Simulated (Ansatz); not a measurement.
# CH7ClSi (built from SMILES C[SiH2]Cl.[H][H]): search for a transition state

Aim: find the saddle point of a four-centre ligand exchange that is to form Si1–H7, C2–H6 and break Si1–C2, H6–H7, prove it by its vibrations, and relax downhill on both sides to see what it joins.

Computed with Ansatz 0.2.0, Gaussian basis. Level: PBE0-D4, def2-SVP first, then def2-TZVP.

153 further runs of the same task are left out: 1 that didn't finish, 152 set aside as unsound or not needed.

**1. Where the work starts**

The guess: 10 atoms, charge 0, spin multiplicity 1.

Atoms are counted from 1 here; the program's logs count them from 0.

Bond lengths: Si1–H3 1.444 Å, Si1–H4 1.486 Å, Si1–Cl5 2.009 Å, C2–H8 1.084 Å, C2–H9 1.085 Å, C2–H10 1.095 Å. Angles: H3–Si1–H4 103.2°, H3–Si1–Cl5 124.3°, H4–Si1–Cl5 99.6°, H8–C2–H9 108.7°, H8–C2–H10 107.4°, H9–C2–H10 104.5°.

As a file:

```mol
CH7ClSi
  3D, bonds by distance, orders not assigned

 10  6  0  0  0  0  0  0  0  0999 V2000
   -0.4694    0.8831   -0.1649 Si  0  0
    0.8255   -0.7191    0.3464 C   0  0
   -1.4594    1.2553    0.8189 H   0  0
    0.5835    1.9185    0.0041 H   0  0
   -0.7442    1.0078   -2.1507 Cl  0  0
   -0.5018   -0.8298    0.0108 H   0  0
   -1.7245   -0.7715   -0.2448 H   0  0
    0.9825   -0.5819    1.4097 H   0  0
    1.7032   -0.3654   -0.1838 H   0  0
    0.8044   -1.7970    0.1543 H   0  0
  1  3  8  0
  1  4  8  0
  1  5  8  0
  2  8  8  0
  2  9  8  0
  2 10  8  0
M  END
```

Distances that are to change: Si1–H7 2.08 Å, C2–H6 1.37 Å, Si1–C2 2.12 Å, H6–H7 1.25 Å.

**2. Relaxing the guess with the reacting distances held**

Contents of hold/in.yaml:

```yaml
crystal:
  periodic: [false, false, false]
  atoms:
    - {symbol: Si, position_ang: [-0.469400, 0.883100, -0.164900]}
    - {symbol: C, position_ang: [0.825500, -0.719100, 0.346400]}
    - {symbol: H, position_ang: [-1.459400, 1.255300, 0.818900]}
    - {symbol: H, position_ang: [0.583500, 1.918500, 0.004100]}
    - {symbol: Cl, position_ang: [-0.744200, 1.007800, -2.150700]}
    - {symbol: H, position_ang: [-0.501800, -0.829800, 0.010800]}
    - {symbol: H, position_ang: [-1.724500, -0.771500, -0.244800]}
    - {symbol: H, position_ang: [0.982500, -0.581900, 1.409700]}
    - {symbol: H, position_ang: [1.703200, -0.365400, -0.183800]}
    - {symbol: H, position_ang: [0.804400, -1.797000, 0.154300]}
basis:
  gaussian: {orbitals: def2-SVP}
hamiltonian: {xc: pbe0, dispersion: d4}
relax: {f_tol: 0.04, max_steps: 150, escape_saddle: false, constraints: [{distance: [0, 6]}, {distance: [1, 5]}, {distance: [0, 1]}, {distance: [5, 6]}]}
```

Run with:

```sh
> ansatz run in.yaml --threads 4 --pin off --events-out ev --progress --plain --max-ram 9574MiB
```

The log of the run:

```text
Functional definition: PBE0
  name "PBE0"
  cite "Adamo & Barone, J. Chem. Phys. 110, 6158 (1999) doi:10.1063/1.478522"
  cite "Perdew, Burke & Ernzerhof, Phys. Rev. Lett. 77, 3865 (1996) doi:10.1103/PhysRevLett.77.3865"
  parent pbe
  parameter a = 0.25
  parameter kappa = 0.804
  parameter beta = 0.06672455060314922
  exchange = (1 - a)*pbe_x(kappa = kappa, mu = beta*pi^2/3) + a*exact_x
  correlation = pbe_c(beta = beta)
897 factors; integrals over basis functions are off by at most 3.8e-4 eV
mean field evaluation 1: about -21529.4454 eV, gradient 3.7e1 eV
mean field evaluation 2: about -21527.9599 eV, gradient 4.2e1 eV
mean field evaluation 4: about -21532.7038 eV, gradient 9.3e-1 eV
mean field evaluation 8: about -21532.7129 eV, gradient 1.1e-2 eV
mean field -21532.71291398 eV, -791.3126041918 hartree, gradient 1.6e-5 eV, S^2 0.000000; 0 other end points of the search recorded, 0 dependent functions left out
the calculation of the forces begins
reference -21532.71293998 eV, -791.3126051472 hartree; 22, 22 occupied and 63, 63 virtual orbitals, 897 factors
relax step   1: F+E_penalty+E_count = -21532.88455939 eV  Δ(F+E_penalty+E_count) = +0.000e0 eV  max|allowed force component| = 1.100e0 eV/Å  Δτ_max = 0.0000 Å  (24 SCF iters, accepted)
  distance Si 0 - H 6 held at 2.078307 Å   reaction = +3.6092e-1 eV/Å
  distance C 1 - H 5 held at 1.373538 Å   reaction = -1.0035e0 eV/Å
  distance Si 0 - C 1 held at 2.122555 Å   reaction = +1.3631e0 eV/Å
  distance H 5 - H 6 held at 1.250490 Å   reaction = +1.4083e0 eV/Å
these checks for a lower state are left out or cut short: starts, cluster_reference, orbital_swaps, neighbouring_geometries, increment
897 factors; integrals over basis functions are off by at most 4.2e-4 eV
mean field evaluation 16: about -21532.7174 eV, gradient 5.6e0 eV
mean field -21532.79899233 eV, -791.3157675126 hartree, gradient 1.0e-5 eV, S^2 0.000000; 0 other end points of the search recorded, 0 dependent functions left out
the calculation of the forces begins
reference -21532.79901834 eV, -791.3157684686 hartree; 22, 22 occupied and 63, 63 virtual orbitals, 897 factors
relax step   2: F+E_penalty+E_count = -21532.96953382 eV  Δ(F+E_penalty+E_count) = -8.497e-2 eV  max|allowed force component| = 2.456e-1 eV/Å  Δτ_max = 0.1527 Å  (27 SCF iters, accepted)
  distance Si 0 - H 6 held at 2.078307 Å   reaction = +4.7891e-1 eV/Å
  distance C 1 - H 5 held at 1.373538 Å   reaction = -1.1856e0 eV/Å
  distance Si 0 - C 1 held at 2.122555 Å   reaction = +1.0961e0 eV/Å
  distance H 5 - H 6 held at 1.250490 Å   reaction = +1.4579e0 eV/Å
these checks for a lower state are left out or cut short: starts, cluster_reference, orbital_swaps, neighbouring_geometries, increment
897 factors; integrals over basis functions are off by at most 4.1e-4 eV
mean field -21532.81385167 eV, -791.3163135835 hartree, gradient 4.4e-5 eV, S^2 0.000000; 0 other end points of the search recorded, 0 dependent functions left out
the calculation of the forces begins
reference -21532.81387777 eV, -791.3163145426 hartree; 22, 22 occupied and 63, 63 virtual orbitals, 897 factors
relax step   3: F+E_penalty+E_count = -21532.98372911 eV  Δ(F+E_penalty+E_count) = -1.420e-2 eV  max|allowed force component| = 1.829e-1 eV/Å  Δτ_max = 0.1123 Å  (24 SCF iters, accepted)
  distance Si 0 - H 6 held at 2.078307 Å   reaction = +4.2164e-1 eV/Å
  distance C 1 - H 5 held at 1.373538 Å   reaction = -1.2169e0 eV/Å
  distance Si 0 - C 1 held at 2.122555 Å   reaction = +1.0177e0 eV/Å
  distance H 5 - H 6 held at 1.250490 Å   reaction = +1.4317e0 eV/Å
these checks for a lower state are left out or cut short: starts, cluster_reference, orbital_swaps, neighbouring_geometries, increment
897 factors; integrals over basis functions are off by at most 4.2e-4 eV
mean field evaluation 32: about -21532.8032 eV, gradient 4.0e-5 eV
mean field -21532.80317417 eV, -791.3159211927 hartree, gradient 4.0e-5 eV, S^2 0.000000; 0 other end points of the search recorded, 0 dependent functions left out
the calculation of the forces begins
reference -21532.80320019 eV, -791.3159221486 hartree; 22, 22 occupied and 63, 63 virtual orbitals, 897 factors
relax step   4: F+E_penalty+E_count = -21532.97339599 eV  Δ(F+E_penalty+E_count) = +1.033e-2 eV  max|allowed force component| = 3.720e-1 eV/Å  Δτ_max = 0.0884 Å  (24 SCF iters, rejected (line search))
  distance Si 0 - H 6 held at 2.078307 Å   reaction = +4.3872e-1 eV/Å
  distance C 1 - H 5 held at 1.373538 Å   reaction = -8.4862e-1 eV/Å
  distance Si 0 - C 1 held at 2.122555 Å   reaction = +1.0851e0 eV/Å
  distance H 5 - H 6 held at 1.250490 Å   reaction = +1.5774e0 eV/Å
these checks for a lower state are left out or cut short: starts, cluster_reference, orbital_swaps, neighbouring_geometries, increment
897 factors; integrals over basis functions are off by at most 4.2e-4 eV
mean field -21532.82468043 eV, -791.3167115332 hartree, gradient 3.6e-5 eV, S^2 0.000000; 0 other end points of the search recorded, 0 dependent functions left out
the calculation of the forces begins
reference -21532.82470655 eV, -791.3167124930 hartree; 22, 22 occupied and 63, 63 virtual orbitals, 897 factors
relax step   5: F+E_penalty+E_count = -21532.99448666 eV  Δ(F+E_penalty+E_count) = -1.076e-2 eV  max|allowed force component| = 1.126e-1 eV/Å  Δτ_max = 0.0442 Å  (24 SCF iters, accepted)
  distance Si 0 - H 6 held at 2.078307 Å   reaction = +4.1281e-1 eV/Å
  distance C 1 - H 5 held at 1.373538 Å   reaction = -1.1283e0 eV/Å
  distance Si 0 - C 1 held at 2.122555 Å   reaction = +9.8250e-1 eV/Å
  distance H 5 - H 6 held at 1.250490 Å   reaction = +1.4550e0 eV/Å
these checks for a lower state are left out or cut short: starts, cluster_reference, orbital_swaps, neighbouring_geometries, increment
897 factors; integrals over basis functions are off by at most 4.3e-4 eV
mean field -21532.83477474 eV, -791.3170824921 hartree, gradient 4.2e-5 eV, S^2 0.000000; 0 other end points of the search recorded, 0 dependent functions left out
the calculation of the forces begins
reference -21532.83480080 eV, -791.3170834496 hartree; 22, 22 occupied and 63, 63 virtual orbitals, 897 factors
relax step   6: F+E_penalty+E_count = -21533.00415674 eV  Δ(F+E_penalty+E_count) = -9.670e-3 eV  max|allowed force component| = 4.918e-2 eV/Å  Δτ_max = 0.1000 Å  (24 SCF iters, accepted)
  distance Si 0 - H 6 held at 2.078307 Å   reaction = +4.5879e-1 eV/Å
  distance C 1 - H 5 held at 1.373538 Å   reaction = -1.0313e0 eV/Å
  distance Si 0 - C 1 held at 2.122555 Å   reaction = +9.3772e-1 eV/Å
  distance H 5 - H 6 held at 1.250490 Å   reaction = +1.4607e0 eV/Å
these checks for a lower state are left out or cut short: starts, cluster_reference, orbital_swaps, neighbouring_geometries, increment
897 factors; integrals over basis functions are off by at most 4.4e-4 eV
mean field -21532.84010877 eV, -791.3172785142 hartree, gradient 3.5e-5 eV, S^2 0.000000; 0 other end points of the search recorded, 0 dependent functions left out
the calculation of the forces begins
reference -21532.84013472 eV, -791.3172794676 hartree; 22, 22 occupied and 63, 63 virtual orbitals, 897 factors
relax step   7: F+E_penalty+E_count = -21533.00924447 eV  Δ(F+E_penalty+E_count) = -5.088e-3 eV  max|allowed force component| = 2.644e-2 eV/Å  Δτ_max = 0.0922 Å  (23 SCF iters, accepted)
  distance Si 0 - H 6 held at 2.078307 Å   reaction = +4.9235e-1 eV/Å
  distance C 1 - H 5 held at 1.373538 Å   reaction = -1.0023e0 eV/Å
  distance Si 0 - C 1 held at 2.122555 Å   reaction = +9.2425e-1 eV/Å
  distance H 5 - H 6 held at 1.250490 Å   reaction = +1.4438e0 eV/Å
these checks for a lower state are left out or cut short: starts, cluster_reference, orbital_swaps, neighbouring_geometries, increment
897 factors; integrals over basis functions are off by at most 4.8e-4 eV
mean field -21532.83576643 eV, -791.3171189360 hartree, gradient 7.4e-5 eV, S^2 0.000000; 0 other end points of the search recorded, 0 dependent functions left out
the calculation of the forces begins
reference -21532.83579225 eV, -791.3171198850 hartree; 22, 22 occupied and 63, 63 virtual orbitals, 897 factors
relax step   8: F+E_penalty+E_count = -21533.00455625 eV  Δ(F+E_penalty+E_count) = +4.688e-3 eV  max|allowed force component| = 3.455e-1 eV/Å  Δτ_max = 0.1514 Å  (23 SCF iters, rejected (line search))
  distance Si 0 - H 6 held at 2.078307 Å   reaction = +5.6100e-1 eV/Å
  distance C 1 - H 5 held at 1.373538 Å   reaction = -1.0960e0 eV/Å
  distance Si 0 - C 1 held at 2.122555 Å   reaction = +7.7504e-1 eV/Å
  distance H 5 - H 6 held at 1.250490 Å   reaction = +1.3276e0 eV/Å
these checks for a lower state are left out or cut short: starts, cluster_reference, orbital_swaps, neighbouring_geometries, increment
897 factors; integrals over basis functions are off by at most 4.5e-4 eV
mean field -21532.84166767 eV, -791.3173358025 hartree, gradient 3.3e-5 eV, S^2 0.000000; 0 other end points of the search recorded, 0 dependent functions left out
the calculation of the forces begins
reference -21532.84169354 eV, -791.3173367532 hartree; 22, 22 occupied and 63, 63 virtual orbitals, 897 factors
relax step   9: F+E_penalty+E_count = -21533.01083282 eV  Δ(F+E_penalty+E_count) = -1.588e-3 eV  max|allowed force component| = 2.572e-2 eV/Å  Δτ_max = 0.0490 Å  (24 SCF iters, accepted)
  distance Si 0 - H 6 held at 2.078307 Å   reaction = +5.1859e-1 eV/Å
  distance C 1 - H 5 held at 1.373538 Å   reaction = -1.0216e0 eV/Å
  distance Si 0 - C 1 held at 2.122555 Å   reaction = +9.2934e-1 eV/Å
  distance H 5 - H 6 held at 1.250490 Å   reaction = +1.4235e0 eV/Å
these checks for a lower state are left out or cut short: starts, cluster_reference, orbital_swaps, neighbouring_geometries, increment
897 factors; integrals over basis functions are off by at most 4.7e-4 eV
mean field -21532.83858352 eV, -791.3172224621 hartree, gradient 4.0e-5 eV, S^2 0.000000; 0 other end points of the search recorded, 0 dependent functions left out
the calculation of the forces begins
reference -21532.83860937 eV, -791.3172234121 hartree; 22, 22 occupied and 63, 63 virtual orbitals, 897 factors
relax step  10: F+E_penalty+E_count = -21533.00745966 eV  Δ(F+E_penalty+E_count) = +3.373e-3 eV  max|allowed force component| = 2.175e-1 eV/Å  Δτ_max = 0.0976 Å  (23 SCF iters, rejected (line search))
  distance Si 0 - H 6 held at 2.078307 Å   reaction = +5.2482e-1 eV/Å
  distance C 1 - H 5 held at 1.373538 Å   reaction = -1.0318e0 eV/Å
  distance Si 0 - C 1 held at 2.122555 Å   reaction = +8.2396e-1 eV/Å
  distance H 5 - H 6 held at 1.250490 Å   reaction = +1.3434e0 eV/Å
these checks for a lower state are left out or cut short: starts, cluster_reference, orbital_swaps, neighbouring_geometries, increment
897 factors; integrals over basis functions are off by at most 4.6e-4 eV
mean field evaluation 64: about -21532.8369 eV, gradient 7.0e-3 eV
mean field -21532.84233910 eV, -791.3173604773 hartree, gradient 4.0e-5 eV, S^2 0.000000; 0 other end points of the search recorded, 0 dependent functions left out
the calculation of the forces begins
reference -21532.84236497 eV, -791.3173614278 hartree; 22, 22 occupied and 63, 63 virtual orbitals, 897 factors
relax step  11: F+E_penalty+E_count = -21533.01141474 eV  Δ(F+E_penalty+E_count) = -5.819e-4 eV  max|allowed force component| = 4.633e-2 eV/Å  Δτ_max = 0.0392 Å  (23 SCF iters, accepted)
  distance Si 0 - H 6 held at 2.078307 Å   reaction = +5.1992e-1 eV/Å
  distance C 1 - H 5 held at 1.373538 Å   reaction = -1.0052e0 eV/Å
  distance Si 0 - C 1 held at 2.122555 Å   reaction = +9.0206e-1 eV/Å
  distance H 5 - H 6 held at 1.250490 Å   reaction = +1.4230e0 eV/Å
these checks for a lower state are left out or cut short: starts, cluster_reference, orbital_swaps, neighbouring_geometries, increment
897 factors; integrals over basis functions are off by at most 4.6e-4 eV
mean field -21532.84253530 eV, -791.3173676875 hartree, gradient 3.2e-5 eV, S^2 0.000000; 0 other end points of the search recorded, 0 dependent functions left out
the calculation of the forces begins
reference -21532.84256115 eV, -791.3173686373 hartree; 22, 22 occupied and 63, 63 virtual orbitals, 897 factors
relax step  12: F+E_penalty+E_count = -21533.01161624 eV  Δ(F+E_penalty+E_count) = -2.015e-4 eV  max|allowed force component| = 5.024e-2 eV/Å  Δτ_max = 0.0187 Å  (24 SCF iters, accepted)
  distance Si 0 - H 6 held at 2.078307 Å   reaction = +5.0877e-1 eV/Å
  distance C 1 - H 5 held at 1.373538 Å   reaction = -9.8559e-1 eV/Å
  distance Si 0 - C 1 held at 2.122555 Å   reaction = +8.9563e-1 eV/Å
  distance H 5 - H 6 held at 1.250490 Å   reaction = +1.4243e0 eV/Å
these checks for a lower state are left out or cut short: starts, cluster_reference, orbital_swaps, neighbouring_geometries, increment
897 factors; integrals over basis functions are off by at most 4.6e-4 eV
mean field -21532.84240368 eV, -791.3173628505 hartree, gradient 1.2e-5 eV, S^2 0.000000; 0 other end points of the search recorded, 0 dependent functions left out
the calculation of the forces begins
reference -21532.84242951 eV, -791.3173637998 hartree; 22, 22 occupied and 63, 63 virtual orbitals, 897 factors
relax step  13: F+E_penalty+E_count = -21533.01151154 eV  Δ(F+E_penalty+E_count) = +1.047e-4 eV  max|allowed force component| = 6.976e-2 eV/Å  Δτ_max = 0.0071 Å  (23 SCF iters, rejected (line search))
  distance Si 0 - H 6 held at 2.078307 Å   reaction = +5.1930e-1 eV/Å
  distance C 1 - H 5 held at 1.373538 Å   reaction = -1.0121e0 eV/Å
  distance Si 0 - C 1 held at 2.122555 Å   reaction = +9.5491e-1 eV/Å
  distance H 5 - H 6 held at 1.250490 Å   reaction = +1.4302e0 eV/Å
these checks for a lower state are left out or cut short: starts, cluster_reference, orbital_swaps, neighbouring_geometries, increment
897 factors; integrals over basis functions are off by at most 4.6e-4 eV
mean field -21532.84274984 eV, -791.3173755717 hartree, gradient 9.6e-6 eV, S^2 0.000000; 0 other end points of the search recorded, 0 dependent functions left out
the calculation of the forces begins
reference -21532.84277568 eV, -791.3173765213 hartree; 22, 22 occupied and 63, 63 virtual orbitals, 897 factors
relax step  14: F+E_penalty+E_count = -21533.01184114 eV  Δ(F+E_penalty+E_count) = -2.249e-4 eV  max|allowed force component| = 1.767e-2 eV/Å  Δτ_max = 0.0035 Å  (22 SCF iters, accepted)
  distance Si 0 - H 6 held at 2.078307 Å   reaction = +5.1253e-1 eV/Å
  distance C 1 - H 5 held at 1.373538 Å   reaction = -9.9514e-1 eV/Å
  distance Si 0 - C 1 held at 2.122555 Å   reaction = +9.1415e-1 eV/Å
  distance H 5 - H 6 held at 1.250490 Å   reaction = +1.4285e0 eV/Å
897 factors; integrals over basis functions are off by at most 4.6e-4 eV
mean field evaluation 96: about -21532.8427 eV, gradient 2.1e-3 eV
mean field -21532.84274984 eV, -791.3173755717 hartree, gradient 9.6e-6 eV, S^2 0.000000; 1 other end points of the search recorded, 0 dependent functions left out
the calculation of the forces begins
reference -21532.84277568 eV, -791.3173765213 hartree; 22, 22 occupied and 63, 63 virtual orbitals, 897 factors
Total energy: -21533.01186698 eV, -791.3235905119 hartree
Atom 0 at    -0.467156     0.872754    -0.159030 Å, force     0.286891    -1.102252     0.159682 eV/Å
Atom 1 at     0.838099    -0.703835     0.403032 Å, force     0.375291     0.776495     0.083971 eV/Å
Atom 2 at    -1.506408     1.108512     0.870927 Å, force    -0.000799    -0.002059    -0.001616 eV/Å
Atom 3 at     0.614666     1.897591     0.054354 Å, force    -0.000994    -0.001714     0.002657 eV/Å
Atom 4 at    -0.842882     1.216642    -2.162482 Å, force    -0.001252    -0.001958    -0.001633 eV/Å
Atom 5 at    -0.452376    -0.850839    -0.043814 Å, force    -2.262521    -0.071392    -0.846250 eV/Å
Atom 6 at    -1.616102    -0.825040    -0.500762 Å, force     1.613394     0.389643     0.608255 eV/Å
Atom 7 at     1.171346    -0.343485     1.388747 Å, force    -0.002628    -0.003652    -0.011362 eV/Å
Atom 8 at     1.637229    -0.586674    -0.344490 Å, force    -0.010426    -0.000779     0.008460 eV/Å
Atom 9 at     0.623385    -1.785626     0.493517 Å, force     0.003046     0.017668    -0.002166 eV/Å
Dipole moment:     0.399106    -0.178819     0.394802 e Å
```

It took 50 s on 4 threads of Intel Xeon at 2.50GHz, shared host.

Along the way: (the energy doesn't fall at every step)

```csv
step,energy from step 1 (eV),largest force component (eV/Å)
1,0.0000,1.1005
2,-0.0850,0.2457
3,-0.0992,0.1829
4,-0.0888,0.3720
5,-0.1099,0.1126
6,-0.1196,0.0492
7,-0.1247,0.0264
8,-0.1200,0.3455
9,-0.1263,0.0257
10,-0.1229,0.2175
11,-0.1269,0.0463
12,-0.1271,0.0502
13,-0.1270,0.0698
14,-0.1273,0.0177
```

Close pairs (by a distance rule), those that changed most:

```csv
bond,before (Å),after (Å),change (Å)
Si1–Cl5,2.009,2.067,+0.059
Si1–H3,1.444,1.482,+0.038
Si1–H4,1.486,1.505,+0.019
C2–H8,1.084,1.101,+0.018
C2–H9,1.085,1.101,+0.016
C2–H10,1.095,1.107,+0.012
```

[end of part 1 of 3]
